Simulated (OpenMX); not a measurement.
The system is HPbNO4.

```
H Pb N O
1.0
     4.92453    0.00000    0.00000
     0.00000    5.59720    0.00000
     0.00000    0.00000    7.24347
H Pb N O
2 2 2 8
Direct
  0.00000 0.50000 0.19317
  0.50000 0.00000 0.80683
  0.50000 0.50000 0.95257
  0.00000 0.00000 0.04743
  0.00000 0.00000 0.63654
  0.50000 0.50000 0.36346
  0.00000 0.50000 0.05860
  0.50000 0.00000 0.94140
  0.00000 0.19569 0.72995
  0.00000 0.80431 0.72995
  0.00000 0.00000 0.46750
  0.50000 0.69569 0.27005
  0.50000 0.30431 0.27005
  0.50000 0.50000 0.53250
```

The cell was built by a generator and needn't be a form met in nature.

Program: OpenMX 3.8.5. Alike in all runs: task band structure; no spin polarisation; cell as given; k mesh 7 × 5 × 5; smearing fermi-dirac 0.05 eV.

Question: Order these runs on this cell by their pressure, lowest first.
A. level PBE; potentials or basis OpenMX 2013 PBE set, H5.0-s2, Pb8.0-s3p2d2, N6.0-s2p2, O6.0-s2p2, grid cutoff 500 Ry
B. level LDA; potentials or basis OpenMX 2013 LDA set, H6.0-s2p1, Pb8.0-s3p2d2f1, N6.0-s2p2d1, O6.0-s2p2d1, grid cutoff 500 Ry
C. level PBE; potentials or basis OpenMX 2013 PBE set, H6.0-s2p1, Pb8.0-s3p2d2f1, N6.0-s2p2d1, O6.0-s2p2d1, grid cutoff 500 Ry

Answer: B (-3.7 GPa), C (2.1 GPa), A (11.4 GPa).

Caveats: the basis of atomic orbitals isn't converged, which shifts pressures, moduli and gaps.

Not every run made on this cell is shown here.
